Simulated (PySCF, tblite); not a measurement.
# AlFH₂O₂, a small molecule taken as a stand-in for a surface group (aluminium hydroxide): NMR shifts, core binding energies and electronic excitations

Aim: the NMR shifts, core binding energies and electronic excitations of `[OH][Al]([OH])[F]`.

Programs: tblite 0.8.0 and PySCF 2.14.0. All values are calculated, for the isolated system unless a continuum is named. Atoms count from 0, parts from 1.

## 1. Starting point

6 atoms, charge 0, multiplicity 1; geometry: distance geometry start.

## 2. Relaxing the cluster with GFN2-xTB

What the job is given:

```
{"job": {"kind": "relax", "xc": "GFN2-xTB", "basis": "xTB"}, "charge": 0, "multiplicity": 1}
O      1.687239    -0.632610     1.269229
Al     0.037528     0.212586     0.994412
O     -0.709150     0.979162     2.501459
F     -1.068542    -0.607233    -0.116149
H      1.832983    -1.476478     1.733000
H     -0.426009     0.825864     3.436501
```

Method: GFN2-xTB geometry optimisation, gas phase.

Run with:

```console
$ OMP_NUM_THREADS=1 python cluster_run.py task.json out
```

One launch serves the whole session: the jobs run in the order shown.

What it wrote:

```text
step      E/eV     max force
  0    -410.78144    3.512
  1    -411.17826    2.991
  2    -411.93379    1.118
  3    -412.00940    0.783
  4    -412.02606    0.447
  5    -412.04275    0.459
  6    -412.06535    0.578
  7    -412.08196    0.572
  8    -412.09618    0.513
  9    -412.11844    0.687
 10    -412.15177    1.061
 11    -412.19600    1.422
 12    -412.24306    0.423
 13    -412.24438    0.985
 14    -412.25309    0.270
 15    -412.25625    0.209
 16    -412.26228    0.279
 17    -412.26599    0.205
 18    -412.26971    0.120
 19    -412.27130    0.281
 20    -412.27413    0.207
 21    -412.27677    0.198
 22    -412.27608    0.765
 23    -412.28759    0.493
 24    -412.29340    0.333
 25    -412.25557    1.618
 26    -412.29990    0.206
 27    -412.30275    0.136
 28    -412.30466    0.312
 29    -412.30585    0.098
 30    -412.30619    0.088
 31    -412.30710    0.056
 32    -412.30744    0.049
 33    -412.30826    0.078
 34    -412.30893    0.067
 35    -412.30940    0.043
 36    -412.30952    0.044
 37    -412.30964    0.041
 38    -412.30984    0.045
 39    -412.31016    0.054
 40    -412.31045    0.049
 41    -412.31060    0.031
 42    -412.31064    0.020
 43    -412.31067    0.019
 44    -412.31073    0.031
 45    -412.31081    0.035
 46    -412.31089    0.031
 47    -412.31093    0.025
 48    -412.31095    0.019
 49    -412.31096    0.012
 50    -412.31098    0.013
 51    -412.31100    0.019
 52    -412.31102    0.017
 53    -412.31103    0.016
 54    -412.31105    0.013
 55    -412.31107    0.014
 56    -412.31109    0.009
 57    -412.31110    0.002
```

It took 0.2 s on 1 thread of Intel Xeon 6975P-C, shared host.

Along the way:

```csv
step,energy from step 0 (eV),largest force (eV/Å)
0,0.0000,3.5116
2,-1.1524,1.1181
4,-1.2446,0.4475
6,-1.2839,0.5784
8,-1.3147,0.5133
10,-1.3703,1.0606
12,-1.4616,0.4226
14,-1.4717,0.2708
16,-1.4808,0.2789
18,-1.4883,0.1201
20,-1.4927,0.2062
22,-1.4946,0.7646
24,-1.5120,0.3329
26,-1.5185,0.2058
28,-1.5232,0.3125
30,-1.5248,0.0880
32,-1.5260,0.0489
34,-1.5275,0.0665
36,-1.5281,0.0439
38,-1.5284,0.0449
40,-1.5290,0.0493
42,-1.5292,0.0209
44,-1.5293,0.0301
46,-1.5294,0.0308
48,-1.5295,0.0190
50,-1.5295,0.0133
52,-1.5296,0.0177
54,-1.5296,0.0132
56,-1.5297,0.0090
57,-1.5297,0.0024
```

Close pairs (by a distance rule), those that changed most:

```csv
bond,before (Å),after (Å),change (Å)
O0–Al1,1.874,1.651,-0.222
Al1–O2,1.848,1.644,-0.205
Al1–F3,1.769,1.648,-0.120
O2–H5,0.989,0.947,-0.042
O0–H4,0.974,0.947,-0.027
```

## 3. Relaxing the molecule at PBE0-D3(BJ)/def2-SVP

What the job is given:

```
{"job": {"xc": "PBE0", "basis": "def2-SVP", "d3": "d3bj", "grid": 2, "kind": "geom", "shake": 0.01}, "charge": 0, "multiplicity": 1}
O      1.257133    -0.756844    -0.023233
Al    -0.231967    -0.015126    -0.289653
O     -0.981646     0.959707     0.806067
F     -1.002581    -0.239445    -1.708240
H      1.838521    -1.312149    -0.487355
H     -0.858418     1.331852     1.679323
```

What it wrote:

```text
step   0  E = -493.45887047  max force = 0.021957
step   1  E = -493.46215364  max force = 0.003634
step   2  E = -493.46220900  max force = 0.001681
step   3  E = -493.46222892  max force = 0.001097
step   4  E = -493.46224204  max force = 0.001212
step   5  E = -493.46224719  max force = 0.000913
step   6  E = -493.46224973  max force = 0.000332
optimisation converged
```

Wall time 8.8 s (1 thread of Intel Xeon 6975P-C, shared host); peak memory 0.36 GiB.

The steps of the relaxation:

```csv
step,energy from step 0 (eV),largest force component (eV/Å)
0,0.0000,1.1291
1,-0.0893,0.1869
2,-0.0908,0.0864
3,-0.0914,0.0564
4,-0.0917,0.0623
5,-0.0919,0.0469
6,-0.0920,0.0171
```

Distances of close pairs at the start and the end, largest changes first:

```csv
bond,before (Å),after (Å),change (Å)
Al1–O2,1.647,1.686,+0.039
O0–H4,0.928,0.958,+0.030
Al1–F3,1.630,1.655,+0.026
O0–Al1,1.685,1.690,+0.005
O2–H5,0.957,0.958,+0.000
```

The final coordinates are the input of the step that follows.

```csv
at the end point,value
point group (found at 0.08 Å tolerance),Cs
"rotational constants (GHz, main isotopes)","6.611, 6.486, 3.274"
dipole moment (D),2.05
```

## 4. Shielding tensors: PBE0/pcSseg-2

What the job is given:

```
{"job": {"kind": "nmr", "xc": "PBE0", "basis": "pcSseg-2"}, "charge": 0, "multiplicity": 1}
O      1.296008    -0.722454     0.055099
Al    -0.185247     0.004854    -0.310234
O     -0.999767     0.979126     0.798536
F     -0.887559    -0.222464    -1.792003
H      1.784105    -1.281997    -0.550922
H     -0.681067     1.182736     1.678268
```

Method: GIAO PBE0/pcSseg-2 NMR shielding, non-relativistic, gas phase.

What it wrote:

```text
coarse grid: 6128 points
cycle   1  E = -493.6346577283  dE =  2.923e-01  |g| = 1.202e+00  |ddm| = 1.933e+00
cycle   2  E = -493.2342271883  dE =  4.004e-01  |g| = 1.922e+00  |ddm| = 1.334e+00
cycle   3  E = -493.8802536456  dE = -6.460e-01  |g| = 7.660e-02  |ddm| = 8.717e-01
cycle   4  E = -493.8808683577  dE = -6.147e-04  |g| = 6.065e-02  |ddm| = 5.536e-02
cycle   5  E = -493.8813979145  dE = -5.296e-04  |g| = 9.016e-03  |ddm| = 2.364e-02
cycle   6  E = -493.8814099716  dE = -1.206e-05  |g| = 1.506e-03  |ddm| = 5.323e-03
cycle   7  E = -493.8814103620  dE = -3.904e-07  |g| = 3.406e-04  |ddm| = 9.127e-04
final grid: 56656 points
cycle   8  E = -493.8780665476  dE = -5.562e-05  |g| = 5.041e-03  |ddm| = 1.087e-02
cycle   9  E = -493.8780612218  dE =  5.326e-06  |g| = 7.412e-03  |ddm| = 4.745e-03
cycle  10  E = -493.8780703753  dE = -9.153e-06  |g| = 4.294e-04  |ddm| = 2.988e-03
cycle  11  E = -493.8780703998  dE = -2.450e-08  |g| = 1.719e-04  |ddm| = 1.888e-04
cycle  12  E = -493.8780704035  dE = -3.709e-09  |g| = 4.968e-05  |ddm| = 7.914e-05
cycle  13  E = -493.8780704038  dE = -3.430e-10  |g| = 7.177e-06  |ddm| = 1.990e-05
converged SCF energy = -493.8780704038

GIAO shielding tensors (ppm)
atom      isotropic    diamagn.    paramagn.     s11        s22        s33       span
  0 O      320.103     387.016     -66.913    296.596    302.190    361.522     64.926
  1 Al     477.476     792.153    -314.677    401.767    488.467    542.195    140.428
  2 O      327.753     385.883     -58.130    307.454    309.301    366.502     59.047
  3 F      386.096     466.972     -80.876    349.011    352.257    457.021    108.010
  4 H       30.077      30.975      -0.898     21.974     23.477     44.780     22.807
  5 H       30.144      31.270      -1.126     21.834     23.774     44.824     22.990
```

It took 9 s on 1 thread of Intel Xeon 6975P-C, shared host; peak memory 0.72 GiB.

The references, computed at this level on geometries of the same kind, shield at (ppm): ¹H TMS 31.25, ¹⁹F CFCl3 175.8, ¹⁷O H2O 328.2, ²⁷Al AlH4- 485.2. Their shielding less the atom's gives the shift. The references are single molecules in the gas phase, so shifts against H2O, NH3, PH3, H3PO4 or CFCl3 are not on the usual liquid scales and can be off by tens of ppm. Shifts against hydride references such as AlH4− lie on their own scale.

```csv
atoms,environment,σ (ppm),δ (ppm)
H4,hydrogen on an oxygen bonded to Al,30.08,1.17
H5,hydrogen on an oxygen bonded to Al,30.14,1.10
O0,"oxygen bonded to Al, H",320.1,8.0
O2,"oxygen bonded to Al, H",327.8,0.4
Al1,"aluminium bonded to F, 2 O",477.5,7.8
F3,fluorine bonded to Al,386.1,-210.3
```

The run also stored atomic charges by several schemes (e):

```csv
atoms,Mulliken,IAO,Hirshfeld,ESP fit
O0,-0.64,-0.85,-0.40,-0.89
Al1,1.32,1.52,0.76,1.37
O2,-0.63,-0.84,-0.39,-0.83
F3,-0.51,-0.58,-0.31,-0.49
```

Mayer bond orders: O0–Al1 0.94, Al1–O2 0.97, Al1–F3 0.86.

Orbitals, density, ELF and potential are computed afterwards from the orbital file.

Frontier orbitals at PBE0/pcSseg-2, with the share of their density that lies nearest to each atom:

```csv
orbital,energy (eV),lies on
HOMO,-9.43,O2 51 %; O0 37 %
LUMO,-0.85,"Al1 33 %; F3 15 %; H4, H5 about 13 % each"
```

ELF in a plane through or near 6 of the atoms.

Values, 10 rows by 14 columns:
```
0.00 0.00 0.00 0.00 0.00 0.00 0.00 0.00 0.00 0.00 0.00 0.00 0.00 0.00
0.00 0.00 0.00 0.00 0.00 0.00 0.00 0.00 0.00 0.00 0.00 0.00 0.00 0.00
0.00 0.00 0.00 0.00 0.03 0.14 0.11 0.01 0.00 0.00 0.00 0.00 0.00 0.00
0.00 0.00 0.01 0.16 0.49 0.87 0.77 0.08 0.03 0.39 0.61 0.10 0.00 0.00
0.00 0.00 0.07 0.92 0.96 0.54 0.79 0.10 0.52 0.85 0.97 0.32 0.00 0.00
0.00 0.00 0.00 0.14 0.24 0.46 0.22 0.55 0.58 0.29 0.87 0.40 0.02 0.00
0.00 0.00 0.00 0.00 0.03 0.45 0.65 0.22 0.07 0.46 0.58 0.23 0.00 0.00
0.00 0.00 0.00 0.00 0.20 0.79 0.43 0.82 0.18 0.00 0.00 0.00 0.00 0.00
0.00 0.00 0.00 0.00 0.02 0.22 0.41 0.30 0.05 0.00 0.00 0.00 0.00 0.00
0.00 0.00 0.00 0.00 0.00 0.00 0.00 0.00 0.00 0.00 0.00 0.00 0.00 0.00
```
The map spans 9.4 Å across and 9.1 Å up, centred on the molecule. Atoms in the plane (x, y in Å): O0 (-1.1, 0.9), Al1 (0.0, -0.4), O2 (1.7, -0.1), F3 (-0.5, -2.0), H4 (-2.1, 0.7), H5 (2.0, 0.8).

On the surface of density 0.002 e/bohr³ the electrostatic potential runs, from the 1st to the 99th percentile, from -1.36 V near O2 to 3.91 V near Al1.

## 5. Core holes by ΔSCF: SCAN, X2C

The job, as its differences from that of step 4:

```diff
@@ -1,2 +1,2 @@
-{"job": {"kind": "nmr", "xc": "PBE0", "basis": "pcSseg-2"}, "charge": 0, "multiplicity": 1}
+{"job": {"kind": "xps", "holes": 5}, "charge": 0, "multiplicity": 1}
 O      1.296008    -0.722454     0.055099
```

Level: delta-SCF UKS SCAN, pcX-2 on the ionised atom, pcseg-1 elsewhere, spin-free X2C.

What it wrote:

```text
ground state, core basis on atom 0 (O), 101 functions
  cycle   1  E = -494.32109495  |g| = 1.25e+00
  cycle   2  E = -493.55900806  |g| = 2.34e+00
  cycle   3  E = -494.59116537  |g| = 1.74e-01
  cycle   4  E = -494.59396936  |g| = 1.40e-01
  cycle   5  E = -494.59701516  |g| = 1.58e-02
  cycle   6  E = -494.59704555  |g| = 8.79e-03
  cycle   7  E = -494.59705465  |g| = 5.62e-03
  cycle   8  E = -494.59706008  |g| = 3.95e-04
  E(ground) = -494.62723286 Eh
hole in O 1s of atom 0
  cycle   1  E = -473.99547067  |g| = 2.22e+00
  cycle   2  E = -473.72812550  |g| = 2.09e+00
  cycle   3  E = -474.73812788  |g| = 4.37e-01
  cycle   4  E = -474.72325852  |g| = 4.39e-01
  cycle   5  E = -474.79674317  |g| = 4.63e-02
  cycle   6  E = -474.79706409  |g| = 4.23e-02
  cycle   7  E = -474.79767184  |g| = 4.03e-03
  cycle   8  E = -474.79767896  |g| = 1.00e-03
  cycle   9  E = -474.79767886  |g| = 2.44e-04
  E(ion) = -474.82941018 Eh   <S^2> = 0.7613   hole on atom = 1.000   binding energy = 538.726 eV
ground state, core basis on atom 1 (Al), 112 functions
  cycle   1  E = -494.65218910  |g| = 2.52e-01
  cycle   2  E = -494.65144498  |g| = 1.07e-01
  cycle   3  E = -494.65078291  |g| = 1.15e-01
  cycle   4  E = -494.65316556  |g| = 1.94e-02
  cycle   5  E = -494.65321930  |g| = 4.04e-03
  cycle   6  E = -494.65322289  |g| = 3.36e-04
  E(ground) = -494.64905529 Eh
hole in Al 2p of atom 1
  cycle   1  E = -491.38676562  |g| = 1.07e+00
  cycle   2  E = -491.37196472  |g| = 9.34e-01
  cycle   3  E = -491.54654065  |g| = 4.54e-01
  cycle   4  E = -491.62316697  |g| = 6.05e-02
  cycle   5  E = -491.62395146  |g| = 2.58e-02
  cycle   6  E = -491.62410384  |g| = 1.87e-02
  cycle   7  E = -491.62422633  |g| = 4.32e-03
  cycle   8  E = -491.62423318  |g| = 4.22e-04
  E(ion) = -491.62767678 Eh   <S^2> = 0.7526   hole on atom = 1.004   binding energy = 82.216 eV
  2p3/2 = 81.820 eV   2p1/2 = 82.340 eV
ground state, core basis on atom 2 (O), 101 functions
  cycle   1  E = -494.59728483  |g| = 1.03e-01
  cycle   2  E = -494.59644992  |g| = 8.42e-02
  cycle   3  E = -494.59706407  |g| = 5.91e-02
  cycle   4  E = -494.59766553  |g| = 5.67e-03
  cycle   5  E = -494.59766962  |g| = 1.56e-03
  cycle   6  E = -494.59766918  |g| = 1.16e-04
  E(ground) = -494.62744965 Eh
hole in O 1s of atom 2
  cycle   1  E = -473.99977117  |g| = 2.22e+00
  cycle   2  E = -473.80377111  |g| = 2.05e+00
  cycle   3  E = -474.77147439  |g| = 3.35e-01
  cycle   4  E = -474.77624998  |g| = 2.60e-01
  cycle   5  E = -474.79896022  |g| = 3.37e-02
  cycle   6  E = -474.79937057  |g| = 5.25e-03
  cycle   7  E = -474.79937550  |g| = 4.34e-03
  cycle   8  E = -474.79938075  |g| = 1.87e-03
  cycle   9  E = -474.79938216  |g| = 2.09e-04
  E(ion) = -474.83085696 Eh   <S^2> = 0.7612   hole on atom = 1.000   binding energy = 538.693 eV
ground state, core basis on atom 3 (F), 101 functions
  cycle   1  E = -494.60786340  |g| = 1.38e-01
  cycle   2  E = -494.60543251  |g| = 1.45e-01
  cycle   3  E = -494.60825619  |g| = 6.10e-02
  cycle   4  E = -494.60887244  |g| = 3.35e-03
  cycle   5  E = -494.60887636  |g| = 1.92e-03
  cycle   6  E = -494.60887604  |g| = 1.48e-04
  E(ground) = -494.64449795 Eh
hole in F 1s of atom 3
  cycle   1  E = -468.29259730  |g| = 2.58e+00
  cycle   2  E = -468.34370190  |g| = 2.07e+00
  cycle   3  E = -469.12234505  |g| = 3.80e-01
  cycle   4  E = -469.08480739  |g| = 4.59e-01
  cycle   5  E = -469.16967157  |g| = 4.44e-02
  cycle   6  E = -469.16980586  |g| = 4.30e-02
  cycle   7  E = -469.17051789  |g| = 3.08e-03
  cycle   8  E = -469.17052136  |g| = 9.76e-04
  cycle   9  E = -469.17052119  |g| = 2.24e-04
  E(ion) = -469.21297158 Eh   <S^2> = 0.7564   hole on atom = 1.000   binding energy = 692.027 eV
```

Run time: 8 s. Hardware: 1 thread of Intel Xeon 6975P-C, shared host; peak memory 0.46 GiB.

Binding energies by hole, beside the orbital energy of the ground state; the difference holds orbital relaxation and, for a density functional, its self-interaction error:

```csv
hole,stands for,environment,ΔSCF (eV; 2p as the shell's mean),−ε (eV),⟨S²⟩
O1s on O0,O0,"oxygen bonded to Al, H",538.73,516.6,0.761
Al2p on Al1,Al1,"aluminium bonded to F, 2 O",81.99,71.1,0.753
O1s on O2,O2,"oxygen bonded to Al, H",538.69,516.5,0.761
F1s on F3,F3,fluorine bonded to Al,692.03,665.7,0.756
```

With the spin-orbit splitting: Al1 2p3/2 81.82, 2p1/2 82.34 eV. The table gives each 2p level as the mean over the whole 2p shell (two parts 2p3/2, one part 2p1/2), which differs a little from the single hole in the log.

## 6. Ultraviolet spectrum: CAM-B3LYP/def2-SVPD

The job, as its differences from that of step 5:

```diff
@@ -1,2 +1,2 @@
-{"job": {"kind": "xps", "holes": 5}, "charge": 0, "multiplicity": 1}
+{"job": {"kind": "uv", "xc": "CAM-B3LYP", "basis": "def2-SVPD", "nstates": 6, "ntriplets": 2, "ip": true}, "charge": 0, "multiplicity": 1}
 O      1.296008    -0.722454     0.055099
```

Level: TDDFT CAM-B3LYP/def2-SVPD, vertical, gas phase, core orbitals frozen in the response.

What it wrote:

```text
coarse grid: 6128 points
cycle   1  E = -493.5148756304  dE =  1.953e-01  |g| = 1.069e+00  |ddm| = 2.614e+00
cycle   2  E = -493.3481956923  dE =  1.667e-01  |g| = 1.465e+00  |ddm| = 2.835e+00
cycle   3  E = -493.7289794427  dE = -3.808e-01  |g| = 4.302e-02  |ddm| = 1.550e+00
cycle   4  E = -493.7292745121  dE = -2.951e-04  |g| = 2.691e-02  |ddm| = 9.161e-02
cycle   5  E = -493.7293858739  dE = -1.114e-04  |g| = 8.706e-03  |ddm| = 2.181e-02
cycle   6  E = -493.7294001615  dE = -1.429e-05  |g| = 9.557e-04  |ddm| = 1.032e-02
cycle   7  E = -493.7294005397  dE = -3.782e-07  |g| = 1.271e-04  |ddm| = 2.551e-03
final grid: 56656 points
cycle   8  E = -493.8096032583  dE = -1.790e-05  |g| = 1.735e-03  |ddm| = 1.655e-02
cycle   9  E = -493.8096032694  dE = -1.112e-08  |g| = 2.005e-03  |ddm| = 2.480e-03
cycle  10  E = -493.8096038801  dE = -6.107e-07  |g| = 1.794e-04  |ddm| = 1.260e-03
cycle  11  E = -493.8096038886  dE = -8.493e-09  |g| = 5.309e-05  |ddm| = 2.322e-04
cycle  12  E = -493.8096038891  dE = -4.895e-10  |g| = 3.179e-05  |ddm| = 7.880e-05
cycle  13  E = -493.8096038893  dE = -2.025e-10  |g| = 4.764e-06  |ddm| = 3.042e-05
converged SCF energy = -493.8096038893

Static polarisability (au): isotropic 29.895, principal 26.895 30.186 32.604

Singlet excitations
state   eV       nm        f      main configurations
  1   7.0709    175.3   0.00005   H->L 0.92
  2   7.6428    162.2   0.11270   H-1->L 0.89
  3   7.7538    159.9   0.02289   H-2->L 0.89
  4   7.8572    157.8   0.08344   H-3->L 0.87
  5   9.1054    136.2   0.01842   H->L+1 0.63, H-1->L+3 0.19
  6   9.2111    134.6   0.03713   H->L+2 0.65, H-4->L 0.18

Triplet excitations (Tamm-Dancoff, eV): 6.7353 7.1382
Vertical ionisation energy (delta-SCF) = 12.3107 eV
Vertical electron affinity (delta-SCF) = -0.2478 eV
```

It took 19 s on 1 thread of Intel Xeon 6975P-C, shared host; peak memory 0.48 GiB.

Frontier orbitals and where they lie:

```csv
orbital,eV,atoms
HOMO−3,-11.74,"O2 44 %, O0 38 %, Al1 10 %"
HOMO−2,-11.69,"O0 43 %, O2 40 %, F3 7 %"
HOMO−1,-11.55,"O0 47 %, O2 34 %, Al1 8 %"
HOMO,-11.07,"O2 50 %, O0 37 %, Al1 7 %"
LUMO,-0.42,"Al1 69 %, O0 10 %, O2 9 %"
LUMO+1,1.48,"O0 29 %, O2 25 %, Al1 15 %"
LUMO+2,1.53,"Al1 46 %, O0 20 %, O2 19 %"
```

With each of the 6 states as a Gaussian band of 0.4 eV half-width at 1/e, the curve within the window shown has maxima at 160 nm (ε 8,300), 135 nm (ε 2,200) L/(mol cm). Beyond the last state computed it falls off for lack of states. The curve at chosen wavelengths:

(nm, ε (L/mol/cm)): (130, 1123), (132, 1776), (135, 2211), (137, 1933), (140, 1096), (142, 634), (145, 432), (147, 725), (150, 1999), (152, 3425), (154, 5129), (157, 7427), (159, 8234), (162, 7905), (164, 6822), (167, 4636), (169, 3236), (171, 2093), (174, 955), (176, 522), (179, 189), (181, 90), (184, 27), (186, 12), (189, 3), (191, 1)

Further results of this job:

```csv
property,computed
dipole moment (D),1.95
polarisability (Å³),4.43
HOMO–LUMO gap (eV),10.65
−ε(HOMO) (eV),11.07
```

## 7. Summary of results

```
                                 quantity                                             value
                              point group                                                Cs
     rotational constants (main isotopes)                              6.61, 6.49, 3.27 GHz
    ¹H shifts against TMS (PBE0/pcSseg-2)                                    1.17, 1.10 ppm
   ¹⁷O shifts against H2O (PBE0/pcSseg-2)                                      8.0, 0.4 ppm
²⁷Al shifts against AlH4- (PBE0/pcSseg-2)                                           7.8 ppm
 ¹⁹F shifts against CFCl3 (PBE0/pcSseg-2)                                        -210.3 ppm
    surface potential, 1st and 99th percentile                                -1.36 V and 3.91 V
         O1s binding energies, SCAN/pcX-2                           O0 538.73, O2 538.69 eV
        Al2p binding energies, SCAN/pcX-2                                      Al1 81.99 eV
         F1s binding energies, SCAN/pcX-2                                      F3 692.03 eV
     lowest singlet (CAM-B3LYP/def2-SVPD)                       7.07 eV (175 nm), f = 0.000
 brightest single state of those computed                       state 2, 7.64 eV, f = 0.113
                           lowest triplet                                           6.74 eV
        vertical ionisation energy (ΔSCF)                                          12.31 eV
        vertical electron affinity (ΔSCF)  -0.25 eV (unbound: the value hangs on the basis)
```

In words: Relaxing lowered the energy by 0.092 eV in 6 steps; the close pair that moved most is Al1–O2, from 1.647 to 1.686 Å (PBE0/def2-SVP). At PBE0/pcSseg-2: The largest span, 140 ppm, is at Al1, where the paramagnetic term is -315 ppm. At PBE0/pcSseg-2, counted by nearest atom on the grid, the HOMO lies on O2 51 %; O0 37 %, the LUMO on Al1 33 %; F3 15 %. The O1s levels computed lie within 0.03 eV of one another, too close to rank. The first singlet state (HOMO→LUMO 0.92) lies at 7.07 eV and is dark; of the 6 states computed, the strongest absorption comes from state 2 at 7.64 eV. The lowest triplet lies 0.34 eV below the lowest singlet (triplets in Tamm-Dancoff, singlets in full TDDFT). The orbital energy would give 11.07 eV for ionisation, ΔSCF gives 12.31 eV.
